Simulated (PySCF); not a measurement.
**A gas-phase reaction: BrGeH5Si → GeH5Si + Br**

Aim: the reaction energy of `[GeH3][SiH2]Br` → `[SiH2][GeH3]` + `[Br]`.

Programs: PySCF 2.14.0. All values are calculated, for the isolated system unless a continuum is named. Atoms count from 0, parts from 1.

## (1) Starting point

Each species was relaxed by itself at PBE0-D3(BJ)/def2-SVPD.

## (2) Energies of the species: wB97M-D3(BJ)/def2-TZVPD

What the job is given:

```
{"job": {"kind": "react", "xc": "wB97M-D3(BJ)", "basis": "def2-TZVPD"}, "charge": 0, "multiplicity": 1}
-1 BrGeH5Si charge 0 multiplicity 1
Ge     1.187750    -0.075330    -0.008580
Si    -1.191160    -0.111970     0.036460
Br    -1.939020     1.995180     0.221230
H      1.726570     0.345170     1.367040
H      1.666710     0.924870    -1.070850
H      1.727060    -1.474860    -0.352910
H     -1.715600    -0.871750     1.207230
H     -1.764930    -0.680310    -1.216870

+1 GeH5Si charge 0 multiplicity 2
Si     0.701260    -0.513090    -1.075400
Ge    -0.819900     0.325040     0.542260
H      1.599200     0.537170    -1.648480
H      1.520200    -1.660160    -0.574240
H     -1.602610    -0.843110     1.164730
H     -1.817930     1.287810    -0.122400
H     -0.096450     1.085520     1.671760

+1 Br charge 0 multiplicity 2
Br     0.000000     0.000000     0.000000
```

Level: wB97M-D3(BJ)/def2-TZVPD reaction energy of separated species, gas phase.

On the command line:

```bash
> OMP_NUM_THREADS=1 python cluster_run.py task.json out
```

The driver reads the jobs from task.json and runs them one after another.

Log:

```text
species 1 (BrGeH5Si)
coarse grid: 33520 points
cycle   1  E = -4943.7151374804  dE = -1.716e+00  |g| = 6.417e-01  |ddm| = 2.297e+00
cycle   2  E = -4943.7328494066  dE = -1.771e-02  |g| = 6.035e-01  |ddm| = 7.907e-01
cycle   3  E = -4943.7626484040  dE = -2.980e-02  |g| = 4.679e-02  |ddm| = 3.650e-01
cycle   4  E = -4943.7629570892  dE = -3.087e-04  |g| = 1.115e-02  |ddm| = 4.785e-02
cycle   5  E = -4943.7630075283  dE = -5.044e-05  |g| = 3.192e-03  |ddm| = 1.925e-02
cycle   6  E = -4943.7630108227  dE = -3.294e-06  |g| = 8.654e-04  |ddm| = 5.238e-03
final grid: 64904 points
cycle   7  E = -4943.7629490924  dE = -2.464e-07  |g| = 5.933e-04  |ddm| = 2.428e-03
cycle   8  E = -4943.7629491405  dE = -4.810e-08  |g| = 4.855e-04  |ddm| = 9.184e-04
cycle   9  E = -4943.7629491815  dE = -4.095e-08  |g| = 4.332e-05  |ddm| = 3.561e-04
cycle  10  E = -4943.7629491828  dE = -1.336e-09  |g| = 2.733e-05  |ddm| = 1.006e-04
cycle  11  E = -4943.7629491831  dE = -2.519e-10  |g| = 5.480e-06  |ddm| = 4.699e-05
converged SCF energy = -4943.7629491831

species 2 (GeH5Si)
coarse grid: 26192 points
cycle   1  E = -2369.4674060436  dE = -8.291e-01  |g| = 4.061e-01  |ddm| = 1.443e+00
cycle   2  E = -2369.4767930965  dE = -9.387e-03  |g| = 4.074e-01  |ddm| = 4.927e-01
cycle   3  E = -2369.4990088375  dE = -2.222e-02  |g| = 1.763e-02  |ddm| = 2.175e-01
cycle   4  E = -2369.4994426728  dE = -4.338e-04  |g| = 8.010e-03  |ddm| = 4.297e-02
cycle   5  E = -2369.4995273765  dE = -8.470e-05  |g| = 2.172e-03  |ddm| = 1.738e-02
cycle   6  E = -2369.4995429767  dE = -1.560e-05  |g| = 9.038e-04  |ddm| = 7.272e-03
cycle   7  E = -2369.4995460438  dE = -3.067e-06  |g| = 2.967e-04  |ddm| = 3.285e-03
final grid: 51824 points
cycle   8  E = -2369.4994509903  dE = -2.610e-07  |g| = 2.526e-04  |ddm| = 1.302e-03
cycle   9  E = -2369.4994510756  dE = -8.527e-08  |g| = 2.287e-04  |ddm| = 4.403e-04
cycle  10  E = -2369.4994511002  dE = -2.461e-08  |g| = 7.756e-05  |ddm| = 1.660e-04
cycle  11  E = -2369.4994511323  dE = -3.213e-08  |g| = 1.748e-05  |ddm| = 3.754e-04
cycle  12  E = -2369.4994511332  dE = -8.999e-10  |g| = 4.596e-06  |ddm| = 6.029e-05
converged SCF energy = -2369.4994511332

species 3 (Br)
coarse grid: 7336 points
cycle   1  E = -2574.1103709664  dE = -1.175e+00  |g| = 1.868e-01  |ddm| = 7.137e-01
cycle   2  E = -2574.1151539124  dE = -4.783e-03  |g| = 1.243e-01  |ddm| = 1.334e-01
cycle   3  E = -2574.1170281527  dE = -1.874e-03  |g| = 7.698e-03  |ddm| = 5.365e-02
cycle   4  E = -2574.1170743713  dE = -4.622e-05  |g| = 1.357e-03  |ddm| = 9.355e-03
cycle   5  E = -2574.1170765477  dE = -2.176e-06  |g| = 1.256e-04  |ddm| = 2.521e-03
final grid: 13080 points
cycle   6  E = -2574.1170589805  dE = -2.183e-08  |g| = 4.247e-05  |ddm| = 2.513e-04
cycle   7  E = -2574.1170589831  dE = -2.611e-09  |g| = 1.511e-05  |ddm| = 8.656e-05
cycle   8  E = -2574.1170589835  dE = -3.688e-10  |g| = 4.317e-06  |ddm| = 4.512e-05
converged SCF energy = -2574.1170589835

Reaction energy = 93.231 kcal/mol
```

Run time: 45 s. Hardware: 1 thread of Arm Neoverse N1, shared host; peak memory 0.75 GiB.

Species by species (with the dispersion term, which the log's SCF energies lack):

| ν | species | energy (Eh) | HOMO (eV) |
| --- | --- | --- | --- |
| -1 | [GeH3][SiH2]Br | -4943.77053 | -10.09 |
| +1 | [SiH2][GeH3] | -2369.50490 | -8.04 |
| +1 | [Br] | -2574.11706 | -11.14 |

## (3) Reaction energy: PBE0-D3(BJ)/def2-TZVPD

Same as in step 2 but for these lines:

```diff
@@ -1,2 +1,2 @@
-{"job": {"kind": "react", "xc": "wB97M-D3(BJ)", "basis": "def2-TZVPD"}, "charge": 0, "multiplicity": 1}
+{"job": {"kind": "react", "xc": "PBE0", "basis": "def2-TZVPD", "disp": "d3bj"}, "charge": 0, "multiplicity": 1}
 -1 BrGeH5Si charge 0 multiplicity 1
```

Level: PBE0-D3(BJ)/def2-TZVPD reaction energy of separated species, gas phase.

Log:

```text
species 1 (BrGeH5Si)
coarse grid: 33520 points
cycle   1  E = -4942.9886271843  dE = -1.689e+00  |g| = 6.649e-01  |ddm| = 2.286e+00
cycle   2  E = -4942.9815332626  dE =  7.094e-03  |g| = 7.135e-01  |ddm| = 8.070e-01
cycle   3  E = -4943.0214553295  dE = -3.992e-02  |g| = 6.149e-02  |ddm| = 4.474e-01
cycle   4  E = -4943.0217945311  dE = -3.392e-04  |g| = 8.209e-03  |ddm| = 3.686e-02
cycle   5  E = -4943.0218020371  dE = -7.506e-06  |g| = 4.327e-03  |ddm| = 1.080e-02
cycle   6  E = -4943.0218063860  dE = -4.349e-06  |g| = 5.310e-04  |ddm| = 4.301e-03
final grid: 64904 points
cycle   7  E = -4943.0218127341  dE =  6.190e-09  |g| = 6.198e-04  |ddm| = 2.065e-03
cycle   8  E = -4943.0218126731  dE =  6.099e-08  |g| = 7.722e-04  |ddm| = 1.280e-03
cycle   9  E = -4943.0218128574  dE = -1.843e-07  |g| = 6.164e-05  |ddm| = 7.050e-04
cycle  10  E = -4943.0218128579  dE = -5.084e-10  |g| = 3.368e-06  |ddm| = 4.306e-05
converged SCF energy = -4943.0218128579

species 2 (GeH5Si)
coarse grid: 26192 points
cycle   1  E = -2369.0347099536  dE = -7.704e-01  |g| = 4.315e-01  |ddm| = 1.425e+00
cycle   2  E = -2369.0307164655  dE =  3.993e-03  |g| = 4.848e-01  |ddm| = 5.060e-01
cycle   3  E = -2369.0626083929  dE = -3.189e-02  |g| = 1.748e-02  |ddm| = 2.720e-01
cycle   4  E = -2369.0627854736  dE = -1.771e-04  |g| = 8.009e-03  |ddm| = 2.652e-02
cycle   5  E = -2369.0628283047  dE = -4.283e-05  |g| = 1.181e-03  |ddm| = 1.153e-02
cycle   6  E = -2369.0628304360  dE = -2.131e-06  |g| = 5.422e-04  |ddm| = 2.819e-03
final grid: 51824 points
cycle   7  E = -2369.0628017086  dE = -2.511e-07  |g| = 4.122e-04  |ddm| = 1.650e-03
cycle   8  E = -2369.0628017756  dE = -6.704e-08  |g| = 3.616e-04  |ddm| = 9.059e-04
cycle   9  E = -2369.0628018709  dE = -9.529e-08  |g| = 3.686e-05  |ddm| = 4.062e-04
cycle  10  E = -2369.0628018746  dE = -3.739e-09  |g| = 1.652e-05  |ddm| = 1.325e-04
cycle  11  E = -2369.0628018750  dE = -3.429e-10  |g| = 6.424e-06  |ddm| = 4.469e-05
converged SCF energy = -2369.0628018750

species 3 (Br)
coarse grid: 7336 points
cycle   1  E = -2573.8044809170  dE = -1.108e+00  |g| = 2.068e-01  |ddm| = 7.353e-01
cycle   2  E = -2573.8094335774  dE = -4.953e-03  |g| = 1.492e-01  |ddm| = 1.484e-01
cycle   3  E = -2573.8122202055  dE = -2.787e-03  |g| = 9.928e-03  |ddm| = 6.891e-02
cycle   4  E = -2573.8122622288  dE = -4.202e-05  |g| = 2.034e-03  |ddm| = 9.857e-03
cycle   5  E = -2573.8122642591  dE = -2.030e-06  |g| = 4.703e-04  |ddm| = 2.948e-03
final grid: 13080 points
cycle   6  E = -2573.8122642263  dE = -4.922e-08  |g| = 4.536e-04  |ddm| = 8.857e-04
cycle   7  E = -2573.8122642423  dE = -1.594e-08  |g| = 4.161e-04  |ddm| = 5.616e-04
cycle   8  E = -2573.8122642703  dE = -2.808e-08  |g| = 1.402e-05  |ddm| = 2.188e-04
cycle   9  E = -2573.8122642704  dE = -9.959e-11  |g| = 7.189e-07  |ddm| = 1.931e-05
converged SCF energy = -2573.8122642704

Reaction energy = 93.525 kcal/mol
```

It took 24 s on 1 thread of Arm Neoverse N1, shared host; peak memory 0.66 GiB.

Reaction energy at this level: 93.53 kcal/mol.

## (4) Side by side

Energies in kcal/mol, with wall time:

| run | reaction | time |
| --- | --- | --- |
| wB97M-D3(BJ)/def2-TZVPD | 93.23 | 45 s |
| PBE0-D3(BJ)/def2-TZVPD | 93.53 | 24 s |

## (5) Results

| quantity | value |
| --- | --- |
| reaction energy (wB97M-D3(BJ)/def2-TZVPD) | 93.23 kcal/mol |
| ΔH, ΔG at 298 K (xTB thermal terms) | +91.6, +82.5 kcal/mol |
| range of the reaction energy over the runs of this table | 93.23 to 93.53 kcal/mol |

In words: The reaction is endothermic by 91.6 kcal/mol in the gas phase; dispersion gives +1.34, and xTB itself gave 89.40 for the electronic energy (xTB energies and thermal terms come from the earlier relaxation of each species, not shown). No barrier was sought. The reaction energy runs from 93.23 (wB97M-D3(BJ)/def2-TZVPD) to 93.53 kcal/mol (PBE0-D3(BJ)/def2-TZVPD).
